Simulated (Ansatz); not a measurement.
# AlC: the cost of one run

Computed with Ansatz 0.2.0 (DFT PBE, scalar-relativistic, plane waves, PAW, unless a step names another level, unless a step's input says otherwise).

5 further runs of the same task are left out: 3 that didn't finish, 2 set aside as unsound or not needed. Runs told in other sessions of the task aren't counted.

## Step 1: The starting structure

Symmetry: P-3m1, No. 164, trigonal system. Conventional cell: a = 2.564 Å, b = 2.564 Å, c = 10.871 Å, α = 90.00°, β = 90.00°, γ = 120.00°. Around Al (site symmetry 3m) lie 9 Al at 2.56 to 2.89 Å. Around C (site symmetry 3m) lie 3 C at 1.48 Å.

Coordinates:

```
CELL_PARAMETERS angstrom
2.56401 0.00000 0.00000
-1.28200 2.22049 0.00000
0.00000 0.00000 10.87068
ATOMIC_POSITIONS crystal
Al 0.33333 0.66667 0.38576
Al 0.66667 0.33333 0.61424
C 0.33333 0.66667 0.00000
C 0.66667 0.33333 0.00000
```

It came out lowest among 16 distinct ends of the trial cells. At a tolerance of 0.05 Å it has space group P-3m1 (No. 164).

## Step 2: Tight relaxation for the response runs, on the response runs' mesh and smearing

File input.yaml:

```yaml
crystal:
  lattice:
    - [2.5640065907, 0.0, 0.0]
    - [-1.2820032953, 2.220494843, 0.0]
    - [0.0, 0.0, 10.8706814395]
  atoms:
    - { symbol: Al, position: [0.3333333333, 0.6666666667, 0.3857555414] }
    - { symbol: Al, position: [0.6666666667, 0.3333333333, 0.6142444586] }
    - { symbol: C, position: [0.3333333333, 0.6666666667, 4.3941e-06] }
    - { symbol: C, position: [0.6666666667, 0.3333333333, 0.9999956059] }
basis:
  ecutwfc: 420
kpoints:
  mp_grid: { grid: [18, 18, 4] }
hamiltonian:
  xc: pbe
scf:
  occupations: { method: gaussian, width: 0.1 }
output:
  forces: true
  stress: true
  eigenvalues: true
relax:
  adjacent_minimum: "off"
  f_tol: 0.001
  max_steps: 60
  cell: { stress_tol: 0.01 }
```

Command:

```
> ansatz run input.yaml --threads 3 --pin off --max-ram 7680MiB --backend cpu --events-out ev --progress --plain --runs-dir out
```

What time and memory should one allow on 3 threads of Arm Neoverse V1, shared host?

About 21 s, with a peak of 0.41 GiB.
